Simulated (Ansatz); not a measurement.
**MoS (quintet): energies up the ladder**

Wanted for MoS (quintet): energies up the ladder. Spin multiplicity 5.

Computed with Ansatz 0.2.0 (the levels named in each step, unless a step's input says otherwise).

## (1) The structure to begin with

Bond lengths: S1–Mo2 2.135 Å.

Coordinates:

```xyz
2

S     0.0000    0.0000    0.0000
Mo    0.0000    0.0000    2.1352
```

## (2) A rough first relaxation, PBE-D4/def2-SVP

input.yaml

```yaml
crystal:
  periodic: [false, false, false]
  atoms:
    - { symbol: S, position_ang: [0.0, 0.0, 0.0] }
    - { symbol: Mo, position_ang: [0.0, 0.0, 2.13521] }
magnetization:
  spin_polarized: true
  initial_magnetization: 4
basis:
  gaussian: { orbitals: def2-SVP }
hamiltonian:
  xc: pbe
  dispersion: d4
relax:
  f_tol: 0.03
  max_steps: 200
```

Started as:

```console
$ ansatz run input.yaml --threads 2 --pin off --max-ram 5120MiB --backend cpu --events-out ev --progress --plain --runs-dir out
```

What it wrote, shortened:

```text
Warning: RAYON_NUM_THREADS=2 ignored (pool sized by the plan → 2); use --threads N
[...]
Functional definition: PBE
[...]
508 factors; their error is unknown
[...]
mean field -12682.10517970 eV, -466.0587691144 hartree, gradient 4.5e-6 eV, S^2 6.090878; 10 other end points of the search recorded, 0 dependent functions left out
[...]
reference -12682.10521842 eV, -466.0587705372 hartree; 17, 13 occupied and 32, 36 virtual orbitals, 508 factors
relax step   1: F+E_penalty+E_count = -12682.16324756 eV  Δ(F+E_penalty+E_count) = +0.000e0 eV  max|allowed force component| = 4.143e-2 eV/Å  Δτ_max = 0.0000 Å  (354 SCF iters, accepted)
[...]
relax step   2: F+E_penalty+E_count = -12682.16328425 eV  Δ(F+E_penalty+E_count) = -3.669e-5 eV  max|allowed force component| = 7.017e-3 eV/Å  Δτ_max = 0.0011 Å  (38 SCF iters, accepted)
508 factors; their error is unknown
[...]
mean field -12682.10521353 eV, -466.0587703574 hartree, gradient 2.2e-5 eV, S^2 6.089917; 11 other end points of the search recorded, 0 dependent functions left out
[...]
reference -12682.10525225 eV, -466.0587717805 hartree; 17, 13 occupied and 32, 36 virtual orbitals, 508 factors
Total energy: -12682.16332297 eV, -466.0609058402 hartree
Atom 0 at     0.000000     0.000000     0.001063 Å, force     0.000000     0.000000    -0.007017 eV/Å
Atom 1 at    -0.000000    -0.000000     2.134147 Å, force    -0.000000    -0.000000     0.007017 eV/Å
Dipole moment:    -0.000000     0.000000     0.698919 e Å
```

Run time: 12 s. Hardware: 2 threads of Intel Xeon Platinum 8375C at 2.90GHz (Ice Lake), shared host; peak memory 0.14 GiB.

Step by step:

```
step  energy from step 1 (eV)  largest force component (eV/Å)
   1                   0.0000                          0.0414
   2                   0.0000                          0.0070
```

Step 1 is the start.

Before: Bond lengths: S1–Mo2 2.135 Å.

After: Bond lengths: S1–Mo2 2.133 Å.

## (3) Relaxation, PBE0-D4/def2-TZVPP

input.yaml

```yaml
crystal:
  periodic: [false, false, false]
  atoms:
    - { symbol: S, position_ang: [0.0, 0.0, 0.0010634] }
    - { symbol: Mo, position_ang: [0.0, 0.0, 2.1341466] }
magnetization:
  spin_polarized: true
  initial_magnetization: 4
basis:
  gaussian: { orbitals: def2-TZVPP }
hamiltonian:
  xc: pbe0
  dispersion: d4
relax:
  f_tol: 0.002
  max_steps: 150
```

Started as:

```console
$ ansatz run input.yaml --threads 2 --pin off --max-ram 5120MiB --backend cpu --events-out ev --progress --plain --runs-dir out
```

What it wrote, shortened:

```text
Warning: RAYON_NUM_THREADS=2 ignored (pool sized by the plan → 2); use --threads N
[...]
Functional definition: PBE0
[...]
684 factors; their error is unknown
[...]
mean field -12686.31042819 eV, -466.2133091460 hartree, gradient 3.3e-5 eV, S^2 6.183375; 2 other end points of the search recorded, 0 dependent functions left out
[...]
reference -12686.31045866 eV, -466.2133102658 hartree; 17, 13 occupied and 81, 85 virtual orbitals, 684 factors
relax step   1: F+E_penalty+E_count = -12686.35906357 eV  Δ(F+E_penalty+E_count) = +0.000e0 eV  max|allowed force component| = 2.261e-1 eV/Å  Δτ_max = 0.0000 Å  (48 SCF iters, accepted)
[...]
relax step   2: F+E_penalty+E_count = -12686.36030350 eV  Δ(F+E_penalty+E_count) = -1.240e-3 eV  max|allowed force component| = 1.482e-2 eV/Å  Δτ_max = 0.0058 Å  (47 SCF iters, accepted)
[...]
relax step   3: F+E_penalty+E_count = -12686.36030861 eV  Δ(F+E_penalty+E_count) = -5.111e-6 eV  max|allowed force component| = 4.191e-4 eV/Å  Δτ_max = 0.0004 Å  (46 SCF iters, accepted)
684 factors; their error is unknown
[...]
mean field -12686.31166412 eV, -466.2133545656 hartree, gradient 2.5e-5 eV, S^2 6.171831; 2 other end points of the search recorded, 0 dependent functions left out
[...]
reference -12686.31169461 eV, -466.2133556859 hartree; 17, 13 occupied and 81, 85 virtual orbitals, 684 factors
Total energy: -12686.36033909 eV, -466.2151433377 hartree
Atom 0 at     0.000000    -0.000000     0.006502 Å, force    -0.000000    -0.000000     0.000419 eV/Å
Atom 1 at    -0.000000     0.000000     2.128708 Å, force     0.000000     0.000000    -0.000419 eV/Å
Dipole moment:    -0.000000     0.000000     0.884892 e Å
```

Wall time 9.1 s (2 threads of Intel Xeon Platinum 8375C at 2.90GHz (Ice Lake), shared host); peak memory 0.21 GiB.

Step by step:

| step | energy from step 1 (eV) | largest force component (eV/Å) |
| --- | --- | --- |
| 1 | 0.0000 | 0.2261 |
| 2 | -0.0012 | 0.0148 |
| 3 | -0.0012 | 0.0004 |

Step 1 is the start.

Before: Bond lengths: S1–Mo2 2.133 Å.

After: Bond lengths: S1–Mo2 2.122 Å.

## (4) Frequencies, PBE0-D4/def2-TZVPP

input.yaml

```yaml
crystal:
  periodic: [false, false, false]
  atoms:
    - { symbol: S, position_ang: [0.0, 0.0, 0.00650219] }
    - { symbol: Mo, position_ang: [0.0, 0.0, 2.12870781] }
magnetization:
  spin_polarized: true
  initial_magnetization: 4
basis:
  gaussian: { orbitals: def2-TZVPP }
hamiltonian:
  xc: pbe0
  dispersion: d4
phonons: {}
```

Started as:

```console
$ ansatz run input.yaml --threads 2 --pin off --max-ram 5120MiB --backend cpu --events-out ev --progress --plain --runs-dir out
```

What it wrote, shortened:

```text
Warning: RAYON_NUM_THREADS=2 ignored (pool sized by the plan → 2); use --threads N
[...]
[... 1 set-up line as earlier in the session ...]
[...]
684 factors; their error is unknown
[...]
mean field -12686.31166412 eV, -466.2133545656 hartree, gradient 1.4e-5 eV, S^2 6.171834; 2 other end points of the search recorded, 0 dependent functions left out
[...]
reference -12686.31169461 eV, -466.2133556859 hartree; 17, 13 occupied and 81, 85 virtual orbitals, 684 factors
[...]
684 factors; their error is unknown
[...]
mean field -12686.31166412 eV, -466.2133545656 hartree, gradient 2.5e-6 eV, S^2 6.171834; 0 other end points of the search recorded, 0 dependent functions left out
[...]
reference -12686.31169461 eV, -466.2133556859 hartree; 17, 13 occupied and 81, 85 virtual orbitals, 684 factors
[...]
684 factors; their error is unknown
[...]
reference -12686.31169461 eV, -466.2133556859 hartree; 17, 13 occupied and 81, 85 virtual orbitals, 684 factors
[...]
684 factors; their error is unknown
mean field -12686.31159870 eV, -466.2133521614 hartree, gradient 2.5e-6 eV, S^2 6.174425; 0 other end points of the search recorded, 0 dependent functions left out
[...]
reference -12686.31162918 eV, -466.2133532815 hartree; 17, 13 occupied and 81, 85 virtual orbitals, 684 factors
[...]
684 factors; their error is unknown
mean field -12686.31159572 eV, -466.2133520520 hartree, gradient 2.5e-6 eV, S^2 6.169276; 0 other end points of the search recorded, 0 dependent functions left out
[...]
reference -12686.31162621 eV, -466.2133531724 hartree; 17, 13 occupied and 81, 85 virtual orbitals, 684 factors
Total energy: -12686.36033909 eV, -466.2151433377 hartree
Atom 0 at     0.000000     0.000000     0.006502 Å, force    -0.000000    -0.000000     0.000408 eV/Å
Atom 1 at     0.000000     0.000000     2.128708 Å, force     0.000000     0.000000    -0.000408 eV/Å
Dipole moment:    -0.000000     0.000000     0.884892 e Å
Vibrations: 492.25 cm⁻¹, zero-point energy 0.030515 eV
```

Wall time 24 s (2 threads of Intel Xeon Platinum 8375C at 2.90GHz (Ice Lake), shared host); peak memory 0.2 GiB.

Harmonic frequencies (cm⁻¹; negative: imaginary): 492.

## (5) Single point, PBE-D4/def2-TZVPP

input.yaml: that of step 4 with these lines changed.

```diff
@@ -11,4 +11,3 @@
 hamiltonian:
-  xc: pbe0
+  xc: pbe
   dispersion: d4
-phonons: {}
```

Started as:

```console
$ ansatz run input.yaml --threads 2 --pin off --max-ram 5120MiB --backend cpu --events-out ev --progress --plain --runs-dir out
```

What it wrote, shortened:

```text
Warning: RAYON_NUM_THREADS=2 ignored (pool sized by the plan → 2); use --threads N
[...]
[... 1 set-up line as earlier in the session ...]
[...]
583 factors; their error is unknown
[...]
mean field -12686.49728597 eV, -466.2201760427 hartree, gradient 3.5e-5 eV, S^2 6.087414; 10 other end points of the search recorded, 0 dependent functions left out
reference -12686.49732625 eV, -466.2201775229 hartree; 17, 13 occupied and 81, 85 virtual orbitals, 583 factors
Total energy: -12686.55541225 eV, -466.2223121440 hartree
```

It took 11 s on 2 threads of Intel Xeon Platinum 8375C at 2.90GHz (Ice Lake), shared host; peak memory 0.2 GiB.

## (6) Single point, r2SCAN-D4/def2-TZVPP

input.yaml: that of step 5 with these lines changed.

```diff
@@ -11,3 +11,3 @@
 hamiltonian:
-  xc: pbe
+  xc: r2scan
   dispersion: d4
```

Started as:

```console
$ ansatz run input.yaml --threads 2 --pin off --max-ram 5120MiB --backend cpu --events-out ev --progress --plain --runs-dir out
```

What it wrote, shortened:

```text
Warning: RAYON_NUM_THREADS=2 ignored (pool sized by the plan → 2); use --threads N
[...]
Functional definition: r2SCAN
[...]
583 factors; their error is unknown
[...]
mean field -12690.79030488 eV, -466.3779415778 hartree, gradient 6.4e-5 eV, S^2 6.162303; 10 other end points of the search recorded, 0 dependent functions left out
reference -12690.79032627 eV, -466.3779423637 hartree; 17, 13 occupied and 81, 85 virtual orbitals, 583 factors
Total energy: -12690.80050813 eV, -466.3783165403 hartree
```

It took 16 s on 2 threads of Intel Xeon Platinum 8375C at 2.90GHz (Ice Lake), shared host; peak memory 0.25 GiB.

## (7) Single point, B3LYP-D4/def2-TZVPP

input.yaml: that of step 6 with these lines changed.

```diff
@@ -11,3 +11,3 @@
 hamiltonian:
-  xc: r2scan
+  xc: { name: B3LYP }
   dispersion: d4
```

Started as:

```console
$ ansatz run input.yaml --threads 2 --pin off --max-ram 5120MiB --backend cpu --events-out ev --progress --plain --runs-dir out
```

What it wrote:

```text
Warning: RAYON_NUM_THREADS=2 ignored (pool sized by the plan → 2); use --threads N
Engine: ansatz 0.2.0, x86_64-unknown-linux-gnu
Functional definition: B3LYP
  parameter a0 = 0.2
  parameter ax = 0.72
  parameter ac = 0.81
  exchange = (1 - a0 - ax)*slater_x + ax*b88_x + a0*exact_x
  correlation = (1 - ac)*vwn_rpa_c + ac*lyp_c
658 factors; their error is unknown
mean field evaluation 1: about -12688.3762 eV, gradient 2.3e1 eV
mean field evaluation 2: about -12685.8969 eV, gradient 3.4e1 eV
mean field evaluation 4: about -12690.9089 eV, gradient 7.5e0 eV
mean field evaluation 8: about -12691.2594 eV, gradient 1.8e-1 eV
mean field evaluation 16: about -12691.3289 eV, gradient 2.0e-4 eV
mean field evaluation 32: about -12691.2038 eV, gradient 2.1e0 eV
mean field -12691.32892616 eV, -466.3977355448 hartree, gradient 2.2e-5 eV, S^2 6.099983; 6 other end points of the search recorded, 0 dependent functions left out
reference -12691.32911408 eV, -466.3977424508 hartree; 17, 13 occupied and 81, 85 virtual orbitals, 658 factors
Total energy: -12691.42710624 eV, -466.4013435960 hartree
```

Wall time 2.9 s (2 threads of Intel Xeon Platinum 8375C at 2.90GHz (Ice Lake), shared host); peak memory 0.19 GiB.

## (8) Single point, wB97M-V/def2-TZVPP

input.yaml: that of step 7 with these lines changed.

```diff
@@ -11,3 +11,2 @@
 hamiltonian:
-  xc: { name: B3LYP }
-  dispersion: d4
+  xc: { name: wB97M-V }
```

Started as:

```console
$ ansatz run input.yaml --threads 2 --pin off --max-ram 5120MiB --backend cpu --events-out ev --progress --plain --runs-dir out
```

What it wrote, shortened:

```text
Warning: RAYON_NUM_THREADS=2 ignored (pool sized by the plan → 2); use --threads N
[...]
Functional definition: wB97M-V
[...]
  gx(w, u) = 1 - cx + cx01*u + cx10*w
  gss(w, u) = css00 + css04*u^4 + css10*w + css20*w^2 + css43*w^4*u^3
  gos(w, u) = cos00 + cos10*w + (cos20 + cos21*u)*w^2 + (cos60 + cos61*u)*w^6
[...]
      + integral(e_c_pw_mod_opposite_spin*gos(b97_w_opposite, b97_u_opposite)) + vv10(b, c)
617 factors; their error is unknown
116 factors; integrals over basis functions are off by at most 1.2e-4 eV
[...]
mean field -12686.98153574 eV, -466.2379718937 hartree, gradient 2.9e-5 eV, S^2 6.154479; 4 other end points of the search recorded, 0 dependent functions left out
reference -12686.98157650 eV, -466.2379733915 hartree; 17, 13 occupied and 81, 85 virtual orbitals, 617 factors
Total energy: -12686.98157650 eV, -466.2379733915 hartree
```

It took 8.6 s on 2 threads of Intel Xeon Platinum 8375C at 2.90GHz (Ice Lake), shared host; peak memory 0.33 GiB.

## (9) Single point, B2PLYP/def2-TZVPP

input.yaml: that of step 8 with these lines changed.

```diff
@@ -11,2 +11,2 @@
 hamiltonian:
-  xc: { name: wB97M-V }
+  xc: { name: B2PLYP }
```

Started as:

```console
$ ansatz run input.yaml --threads 2 --pin off --max-ram 5120MiB --backend cpu --events-out ev --progress --plain --runs-dir out
```

What it wrote, shortened:

```text
Warning: RAYON_NUM_THREADS=2 ignored (pool sized by the plan → 2); use --threads N
[...]
Functional definition: B2PLYP
[...]
622 factors; integrals over basis functions are off by at most 7.5e-4 eV
[...]
mean field -12679.09202038 eV, -465.9480375517 hartree, gradient 5.9e-6 eV, S^2 6.306263; 5 other end points of the search recorded, 0 dependent functions left out
5 core orbitals not correlated: weight in the atoms' cores, before any rotation towards them, 1.000 or more for the frozen orbitals, at most 0.000 for the correlated occupied ones
reference -12679.09213844 eV, -465.9480418902 hartree; 12, 8 occupied and 81, 85 virtual orbitals, 622 factors
second order -19.37475606 eV of doubles, -0.00000000 eV of singles
Total energy: -12684.32332257 eV, -466.1402843614 hartree
```

Run time: 4.6 s. Hardware: 2 threads of Intel Xeon Platinum 8375C at 2.90GHz (Ice Lake), shared host; peak memory 0.25 GiB.

## (10) Single point, LDA/def2-TZVPP

input.yaml: that of step 9 with these lines changed.

```diff
@@ -11,2 +11,2 @@
 hamiltonian:
-  xc: { name: B2PLYP }
+  xc: lda
```

Started as:

```console
$ ansatz run input.yaml --threads 2 --pin off --max-ram 5120MiB --backend cpu --events-out ev --progress --plain --runs-dir out
```

What it wrote:

```text
Warning: RAYON_NUM_THREADS=2 ignored (pool sized by the plan → 2); use --threads N
[... 1 set-up line as earlier in the session ...]
Functional definition: SPW92
  exchange = slater_x
  correlation = pw_c
583 factors; their error is unknown
mean field evaluation 1: about -12645.3509 eV, gradient 2.6e1 eV
mean field evaluation 2: about -12630.9390 eV, gradient 5.8e1 eV
mean field evaluation 4: about -12648.8392 eV, gradient 9.1e0 eV
mean field evaluation 8: about -12649.2840 eV, gradient 2.6e0 eV
mean field evaluation 16: about -12649.3038 eV, gradient 5.1e-2 eV
mean field evaluation 32: about -12647.7882 eV, gradient 6.2e0 eV
mean field evaluation 64: about -12648.1564 eV, gradient 9.1e-1 eV
mean field evaluation 96: about -12645.5368 eV, gradient 2.2e0 eV
mean field -12649.30388776 eV, -464.8533438692 hartree, gradient 1.3e-5 eV, S^2 6.068267; 11 other end points of the search recorded, 0 dependent functions left out
reference -12649.30392174 eV, -464.8533451177 hartree; 17, 13 occupied and 81, 85 virtual orbitals, 583 factors
Total energy: -12649.30392174 eV, -464.8533451177 hartree
```

Wall time 3.9 s (2 threads of Intel Xeon Platinum 8375C at 2.90GHz (Ice Lake), shared host); peak memory 0.19 GiB.

## (11) Single point, PBE0-D4/def2-SVP

input.yaml: that of step 10 with these lines changed.

```diff
@@ -9,4 +9,5 @@
 basis:
-  gaussian: { orbitals: def2-TZVPP }
+  gaussian: { orbitals: def2-SVP }
 hamiltonian:
-  xc: lda
+  xc: pbe0
+  dispersion: d4
```

Started as:

```console
$ ansatz run input.yaml --threads 2 --pin off --max-ram 5120MiB --backend cpu --events-out ev --progress --plain --runs-dir out
```

What it wrote:

```text
Warning: RAYON_NUM_THREADS=2 ignored (pool sized by the plan → 2); use --threads N
[... 2 set-up lines as earlier in the session ...]
  parameter a = 0.25
  parameter kappa = 0.804
  parameter beta = 0.06672455060314922
  exchange = (1 - a)*pbe_x(kappa = kappa, mu = beta*pi^2/3) + a*exact_x
  correlation = pbe_c(beta = beta)
485 factors; integrals over basis functions are off by at most 1.1e-3 eV
mean field evaluation 1: about -12679.7280 eV, gradient 1.7e1 eV
mean field evaluation 2: about -12677.6588 eV, gradient 2.7e1 eV
mean field evaluation 4: about -12681.7755 eV, gradient 1.6e0 eV
mean field evaluation 8: about -12681.9455 eV, gradient 5.1e-1 eV
mean field evaluation 16: about -12681.9496 eV, gradient 3.8e-4 eV
mean field -12681.94956659 eV, -466.0530504380 hartree, gradient 7.3e-5 eV, S^2 6.167923; 2 other end points of the search recorded, 0 dependent functions left out
reference -12681.94959564 eV, -466.0530515057 hartree; 17, 13 occupied and 32, 36 virtual orbitals, 485 factors
Total energy: -12681.99824013 eV, -466.0548391575 hartree
```

It took 1.3 s on 2 threads of Intel Xeon Platinum 8375C at 2.90GHz (Ice Lake), shared host; peak memory 0.13 GiB.

## (12) Single point, PBE-D4/def2-SVP

input.yaml: that of step 11 with these lines changed.

```diff
@@ -11,3 +11,3 @@
 hamiltonian:
-  xc: pbe0
+  xc: pbe
   dispersion: d4
```

Started as:

```console
$ ansatz run input.yaml --threads 2 --pin off --max-ram 5120MiB --backend cpu --events-out ev --progress --plain --runs-dir out
```

What it wrote, shortened:

```text
Warning: RAYON_NUM_THREADS=2 ignored (pool sized by the plan → 2); use --threads N
[...]
[... 1 set-up line as earlier in the session ...]
[...]
508 factors; their error is unknown
[...]
mean field -12682.10374278 eV, -466.0587163086 hartree, gradient 4.6e-6 eV, S^2 6.085168; 10 other end points of the search recorded, 0 dependent functions left out
reference -12682.10378155 eV, -466.0587177333 hartree; 17, 13 occupied and 32, 36 virtual orbitals, 508 factors
Total energy: -12682.16186755 eV, -466.0608523543 hartree
```

Run time: 4.6 s. Hardware: 2 threads of Intel Xeon Platinum 8375C at 2.90GHz (Ice Lake), shared host; peak memory 0.13 GiB.

## (13) Geometries side by side

| level | S1–Mo2 (Å) | rotational constants (MHz) | dipole (D) | highest frequency (cm⁻¹) | CPU time |
| --- | --- | --- | --- | --- | --- |
| PBE0-D4/def2-TZVPP | 2.1222 | 4655.8 | 4.25 | 492 | 17 s |

Constants are for the commonest isotopes at the equilibrium geometry; times are CPU times of the relaxations.

## (14) Total energies

| level | energy (eV) | CPU time |
| --- | --- | --- |
| PBE-D4/def2-TZVPP | -12686.5554 | 22 s |
| r2SCAN-D4/def2-TZVPP | -12690.8005 | 30 s |
| B3LYP-D4/def2-TZVPP | -12691.4271 | 5.4 s |
| wB97M-V/def2-TZVPP | -12686.9816 | 17 s |
| B2PLYP/def2-TZVPP | -12684.3233 | 8.8 s |
| LDA/def2-TZVPP | -12649.3039 | 7.3 s |
| PBE0-D4/def2-SVP | -12681.9982 | 2.3 s |
| PBE-D4/def2-SVP | -12682.1619 | 8.6 s |

## (15) What came out

| quantity | value |
| --- | --- |
| S1–Mo2 at PBE0-D4/def2-TZVPP | 2.122 Å |
| frequencies at PBE0-D4/def2-TZVPP | 492 cm⁻¹ |
| energy at PBE-D4/def2-SVP | -12682.162 eV |

**Reading.** No mode is imaginary, so the geometry is a minimum. These totals serve in differences with atoms or fragments at the same level; alone they don't rank the methods. <S²> exceeds the pure value by up to 0.31: some mean fields break spin symmetry, which blurs their results. Heavy atoms carry effective core potentials in def2 sets, and spin-orbit coupling is left out.
